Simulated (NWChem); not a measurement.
# One shape, several levels: GaH2SeF3 (SMILES [F][Ga-]([F])([F])[SeH2+])

Aim: a comparison of 3 runs (HF/def2-SVP, PBE/pcseg-1, PBE0/def2-SVP) of GaH2SeF3. 

The calculation is run with NWChem 7.3.0.

**1. Starting point**

GaH2SeF3 has 7 atoms, charge 0, and is taken as a singlet. As SMILES, `[F][Ga-]([F])([F])[SeH2+]`. The coordinates come from a PBE0-D4/def2-TZVP relaxation.

Bond lengths: F1–Ga2 1.750 Å, Ga2–F3 1.752 Å, Ga2–F4 1.750 Å, Ga2–Se5 2.597 Å, Se5–H6 1.470 Å, Se5–H7 1.470 Å. Angles: F1–Ga2–F3 117.0°, F1–Ga2–F4 118.5°, F1–Ga2–Se5 99.0°, F3–Ga2–F4 117.0°, F3–Ga2–Se5 99.6°, F4–Ga2–Se5 99.1°, Ga2–Se5–H6 92.5°, Ga2–Se5–H7 92.6°, H6–Se5–H7 91.5°.

**2. Energy and forces at HF/def2-SVP (run 1)**

Input file f3gah2se.nw:

```
start f3gah2se
memory total 2200 mb

geometry units angstrom noautosym nocenter noautoz
  F      0.482200    -1.068500     1.960600
  Ga     0.288600    -0.999100     0.223100
  F     -1.298300    -1.378300    -0.415200
  F      1.663500    -1.389900    -0.785700
  Se     0.273400     1.580000    -0.080900
  H     -1.073800     1.704700     0.494200
  H     -0.274400     1.483100    -1.441800
end

basis spherical bse
  * library def2-SVP
end

scf
  thresh 1e-08
  maxiter 80
end

task scf gradient
```

Command:

```
$ nwchem f3gah2se.nw > f3gah2se.out
```

What it wrote:

```text
[...]
  functions       =   116
[...]
  wavefunction    = RHF
[...]
         Total SCF energy =  -4621.925170632947
      One-electron energy =  -7842.248722522299
      Two-electron energy =   2521.434111794504
 Nuclear repulsion energy =    698.889440094847
        Time for solution =     31.3s
[...]
                         RHF ENERGY GRADIENTS
    atom               coordinates                        gradient
                 x          y          z           x          y          z
   1 F       0.911226  -2.019172   3.704997    0.001149   0.000464   0.007805
   2 Ga      0.545375  -1.888025   0.421598   -0.001705   0.007867  -0.001628
   3 F      -2.453431  -2.604609  -0.784614   -0.007543  -0.001834  -0.003030
   4 F       3.143559  -2.626530  -1.484758    0.006426  -0.000962  -0.004474
   5 Se      0.516651   2.985767  -0.152879    0.012783  -0.002724   0.005623
   6 H      -2.029188   3.221416   0.933903   -0.006556  -0.001131   0.000315
   7 H      -0.518541   2.802653  -2.724607   -0.004555  -0.001681  -0.004611
[...]
```

Wall time 43 s (1 thread of Intel Xeon Platinum 8375C at 2.90GHz (Ice Lake), shared host); peak memory 0.1 GiB.

**3. Energy and forces at PBE/pcseg-1 (run 2)**

Input file run.py:

```python
from ase import Atoms
from ase.calculators.nwchem import NWChem

system = Atoms(['F', 'Ga', 'F', 'F', 'Se', 'H', 'H'], positions=[
    [0.482200, -1.068500, 1.960600],
    [0.288600, -0.999100, 0.223100],
    [-1.298300, -1.378300, -0.415200],
    [1.663500, -1.389900, -0.785700],
    [0.273400, 1.580000, -0.080900],
    [-1.073800, 1.704700, 0.494200],
    [-0.274400, 1.483100, -1.441800],
])

calc = NWChem(
    label='f3gah2se',
    theory='dft',
    memory='2200 mb',
    basis='pcseg-1',
    basispar='spherical bse',
    dft={'xc': 'xpbe96 cpbe96', 'mult': '1', 'grid': 'fine', 'convergence': 'energy 1e-08', 'iterations': '100', 'mulliken': None},
)
system.calc = calc

forces = system.get_forces()
e = system.get_potential_energy()
print(f"E = {e:.6f} eV")
print("forces (eV/A):")
for s, f in zip(system.symbols, forces):
    print(f"{s:2s} {f[0]:10.5f} {f[1]:10.5f} {f[2]:10.5f}")
print("dipole (e A):", system.get_dipole_moment().round(4))
```

Command:

```
$ export ASE_NWCHEM_COMMAND="nwchem PREFIX.nwi > PREFIX.nwo"
$ python run.py
```

What it wrote:

```text
E = -125874.613885 eV
forces (eV/A):
F     0.13997   -0.04433    1.23058
Ga   -0.00730    0.28915   -0.03651
F    -1.11550   -0.26817   -0.44871
F     0.97656   -0.27177   -0.71405
Se    0.54703    0.29696    0.19052
H    -0.37780    0.02890    0.14758
H    -0.16291   -0.03075   -0.36947
dipole (e A): [-0.2154  1.0685 -0.2127]
```

The calculator wrote f3gah2se.nwi:

```
title "f3gah2se"

permanent_dir f3gah2se

scratch_dir f3gah2se

start f3gah2se

geometry units angstrom nocenter noautosym noautoz
  F  4.8220000000000002e-01 -1.0685000000000000e+00 1.9605999999999999e+00
  Ga 2.8860000000000002e-01 -9.9909999999999999e-01 2.2309999999999999e-01
  F  -1.2983000000000000e+00 -1.3783000000000001e+00 -4.1520000000000001e-01
  F  1.6635000000000000e+00 -1.3898999999999999e+00 -7.8569999999999995e-01
  Se 2.7339999999999998e-01 1.5800000000000001e+00 -8.0900000000000000e-02
  H  -1.0738000000000001e+00 1.7047000000000001e+00 4.9419999999999997e-01
  H  -2.7439999999999998e-01 1.4831000000000001e+00 -1.4418000000000000e+00
end

memory 2200 mb

basis spherical bse noprint
   * library pcseg-1
end

dft
  xc xpbe96 cpbe96
  mult 1
  grid fine
  convergence energy 1e-08
  iterations 100
  mulliken
end

task dft gradient
```

f3gah2se.nwo:

```text
Northwest Computational Chemistry Package (NWChem) 7.3.0
             --------------------------------------------------------

           Job information
           ---------------

    nwchem branch   = 7.3.0
    use scalapack   = T
    input           = f3gah2se.nwi
    prefix          = f3gah2se.
    data base       = f3gah2se/f3gah2se.db
    status          = startup
    nproc           =        1

           Memory information
           ------------------

[... 5 lines left out ...]
    hardfail = no
[... 110 lines left out ...]
  convergence criterion.
[... 40 lines left out ...]
          Spatial weights used:  Erf1
[... 32 lines left out ...]
 1-e energy   =   -7840.590037
[... 46 lines left out ...]
           Coulomb energy =     2709.690187535434
[... 824 lines left out ...]
          Convergence on density requested:  1.00D-05
[... 26 lines left out ...]
          total energy or number of iterations.
[... 38 lines left out ...]
                 ----------------------------------------
                 |  Time  |  1-e(secs)   |  2-e(secs)   |
                 ----------------------------------------
                 |  CPU   |       0.01   |      12.25   |
                 ----------------------------------------
                 |  WALL  |       0.01   |      12.25   |
                 ----------------------------------------

 Task  times  cpu:       49.2s     wall:       49.2s
 Total times  cpu:       49.2s     wall:       49.2s
```

It took 50 s on 1 thread of Intel Xeon Platinum 8375C at 2.90GHz (Ice Lake), shared host; peak memory 0.12 GiB.

**4. Energy and gradient at PBE0/def2-SVP (run 3)**

f3gah2se.nw: that of step 2 with these lines changed.

```diff
@@ -1,3 +1,5 @@
 start f3gah2se
-memory total 2200 mb
+title "F3GaH2Se"
+memory stack 880 mb heap 220 mb global 1100 mb
+charge 0
 
@@ -13,11 +15,17 @@
 
-basis spherical bse
-  * library def2-SVP
+basis "ao basis" spherical bse
+  F library def2-SVP
+  Ga library def2-SVP
+  Se library def2-SVP
+  H library def2-SVP
 end
 
-scf
-  thresh 1e-08
-  maxiter 80
+dft
+  xc pbe0
+  grid fine
+  convergence energy 1e-08
+  iterations 100
+  mulliken
 end
 
-task scf gradient
+task dft gradient
```

Command:

```
$ nwchem f3gah2se.nw > f3gah2se.out
```

What it wrote:

```text
[...]
          Wavefunction type:  closed shell.
          No. of atoms     :     7
          No. of electrons :    94
[...]
          Charge           :     0
          Spin multiplicity:     1
[...]
          AO basis - number of functions:   116
[...]
              XC Information
              --------------
                         PBE0 Method XC Functional
                     Hartree-Fock (Exact) Exchange  0.250
          PerdewBurkeErnzerhof Exchange Functional  0.750
            Perdew 1991 LDA Correlation Functional  1.000 local
           PerdewBurkeErnz. Correlation Functional  1.000 non-local
[...]
 d= 0,ls=0.0,diis     1  -4625.4890748398 -5.32D+03  1.86D-02  1.50D+00     3.6
[...]
 d= 0,ls=0.0,diis    10  -4625.6741915972 -4.25D-10  2.06D-07  6.46D-10    27.1
         Total DFT energy =    -4625.674191597166
      One electron energy =    -7841.443745526986
           Coulomb energy =     2710.597379076109
    Exchange-Corr. energy =     -193.717265241136
 Nuclear repulsion energy =      698.889440094847
[...]
  wavefunction    = closed shell
                         DFT ENERGY GRADIENTS
    atom               coordinates                        gradient
                 x          y          z           x          y          z
   1 F       0.911226  -2.019172   3.704997    0.000106   0.000084   0.000265
   2 Ga      0.545375  -1.888025   0.421598   -0.000252   0.001159  -0.000252
   3 F      -2.453431  -2.604609  -0.784614   -0.000417  -0.000336  -0.000135
   4 F       3.143559  -2.626530  -1.484758    0.000261   0.000046  -0.000107
   5 Se      0.516651   2.985767  -0.152879   -0.000777  -0.000745  -0.000211
   6 H      -2.029188   3.221416   0.933903    0.000872  -0.000204  -0.000555
   7 H      -0.518541   2.802653  -2.724607    0.000206  -0.000006   0.000994
[...]
```

Run time: 39 s. Hardware: 1 thread of Intel Xeon Platinum 8375C at 2.90GHz (Ice Lake), shared host; peak memory 0.13 GiB.

**5. The series**

| run | level | iteration cap | module | energy (Eh) | dipole moment (D) | HOMO energy (eV) | LUMO energy (eV) | wall time |
| --- | --- | --- | --- | --- | --- | --- | --- | --- |
| 1 | HF/def2-SVP | 80 | scf | -4621.925171 | 5.57 | -12.63 | 2.14 | 43 s |
| 2 | PBE/pcseg-1 | 100 | dft | -4625.806777 | 5.33 | -8.11 | -2.26 | 50 s |
| 3 | PBE0/def2-SVP | 100 | dft | -4625.674192 | 5.41 | -9.41 | -1.34 | 39 s |

**6. What came out**

```
                       quantity           value
            run 3: total energy  -4625.67419 Eh
           run 3: dipole moment          5.41 D
             run 3: HOMO energy        -9.41 eV
             run 3: LUMO energy        -1.34 eV
           run 3: HOMO–LUMO gap         8.07 eV
run 3: largest force on an atom      0.062 eV/Å
```

The dipole moment (its size) runs from 5.33 D (PBE/pcseg-1) to 5.57 D (HF/def2-SVP). The two ends differ in method and basis. The HOMO–LUMO gap runs from 5.84 eV (PBE/pcseg-1) to 14.77 eV (HF/def2-SVP). Totals of different functionals can't be ranked against each other. All runs together took 2.2 min, the longest 50 s.
